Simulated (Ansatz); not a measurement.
# CH4Cl3NZr: ionisation energy by level of theory

How much energy removes an electron from CH4Cl3NZr at fixed geometry? The cation is run at each level and the neutral's energy taken from earlier runs.

The runs use Ansatz 0.2.0, Gaussian basis; unrestricted cation, the program's frozen cores in correlated methods.

Plan: UKS PBE-D4/def2-TZVPP; UKS r2SCAN-D4/def2-TZVPP; UKS PBE0-D4/def2-TZVPP; UKS B3LYP-D4/def2-TZVPP; UKS wB97X-V/def2-TZVPP; UKS wB97M-V/def2-TZVPP; UKS B2PLYP/def2-TZVPP; UHF-CCSD(T)/def2-TZVPP; UHF-MP2/def2-QZVPP; extrapolation to the limit; then −ε(HOMO) from the neutral's earlier runs with LDA (SPW92), PBE-D4, revPBE-D4, BLYP-D4, r2SCAN-D4, B97M-V, PBE0-D4, B3LYP-D4, r2SCANh-D4, r2SCAN0-D4, HSE06-D4, BHLYP-D4, CAM-B3LYP-D4, LC-ωPBE, ωB97X-V, ωB97M-V.

## (1) Structure used throughout

An earlier PBE0-D4 in a triple-zeta def2 set relaxation fixed the geometry. Zr takes the def2 core potential; no spin-orbit term is included.

SMILES `C[NH][Zr]([Cl])([Cl])[Cl]`, 10 atoms, charge 0, spin multiplicity 1.

Atoms are counted from 1 here; the program's logs count them from 0.

Bond lengths: C1–N2 1.451 Å, C1–H7 1.095 Å, C1–H8 1.094 Å, C1–H9 1.095 Å, N2–Zr3 1.982 Å, N2–H10 1.013 Å, Zr3–Cl4 2.347 Å, Zr3–Cl5 2.338 Å, Zr3–Cl6 2.347 Å. Angles: N2–C1–H7 111.6°, N2–C1–H8 110.2°, N2–C1–H9 111.6°, H7–C1–H8 107.2°, H7–C1–H9 108.9°, H8–C1–H9 107.2°, C1–N2–Zr3 124.4°, C1–N2–H10 112.7°, Zr3–N2–H10 122.9°, N2–Zr3–Cl4 106.7°, N2–Zr3–Cl5 107.0°, N2–Zr3–Cl6 106.7°, Cl4–Zr3–Cl5 113.7°, Cl4–Zr3–Cl6 108.5°, Cl5–Zr3–Cl6 113.7°.

## (2) Cation, UKS PBE-D4/def2-TZVPP

in.yaml

```yaml
crystal:
  periodic: [false, false, false]
  atoms:
    - {symbol: C, position_ang: [0.139225, -1.240743, 0.890150]}
    - {symbol: N, position_ang: [0.715363, -0.219269, 0.035040]}
    - {symbol: Zr, position_ang: [-0.322698, 1.221988, -0.843739]}
    - {symbol: Cl, position_ang: [-1.947023, 0.171203, -2.172656]}
    - {symbol: Cl, position_ang: [1.197203, 2.512597, -2.064483]}
    - {symbol: Cl, position_ang: [-1.409867, 2.409651, 0.863930]}
    - {symbol: H, position_ang: [0.300035, -2.244372, 0.484187]}
    - {symbol: H, position_ang: [-0.941809, -1.095823, 0.974914]}
    - {symbol: H, position_ang: [0.551506, -1.198285, 1.903152]}
    - {symbol: H, position_ang: [1.718046, -0.316957, -0.070484]}
basis:
  gaussian: {orbitals: def2-TZVPP}
total_charge: 1
magnetization: {spin_polarized: true, initial_magnetization: 1}
hamiltonian: {xc: pbe, dispersion: d4}
```

After this run come: Cation, UKS r2SCAN-D4/def2-TZVPP; Cation, UKS PBE0-D4/def2-TZVPP; Cation, UKS B3LYP-D4/def2-TZVPP; Cation, UKS wB97X-V/def2-TZVPP; Cation, UKS wB97M-V/def2-TZVPP; Cation, UKS B2PLYP (frozen core)/def2-TZVPP; Cation, UHF-CCSD(T)/def2-TZVPP; Cation, UHF-MP2/def2-QZVPP.

**Question.** What will the summary of the whole plan be? Wanted: ionisation energy, CCSD(T)/CBS; nearest functional by difference; nearest −ε(HOMO); −ε(HOMO) of PBE; T1 of the cation.

**Answer**, as computed:

```
                        quantity               value
  ionisation energy, CCSD(T)/CBS             9.88 eV
nearest functional by difference  ωB97X-V (-0.14 eV)
                nearest −ε(HOMO)  ωB97M-V (+0.19 eV)
                 −ε(HOMO) of PBE             6.49 eV
                T1 of the cation               0.022
```

**Reading.** By cation minus neutral, the functionals miss by 0.59 eV at most. The PBE orbital energy is 3.4 eV too small: a semilocal HOMO is no ionisation energy. Among orbital estimates ωB97M-V comes nearest. Hartree-Fock falls 1.35 eV short, as the neutral has more correlation energy than the cation. Correlated methods include outer-core shells of Zr, which these sets cover unevenly.
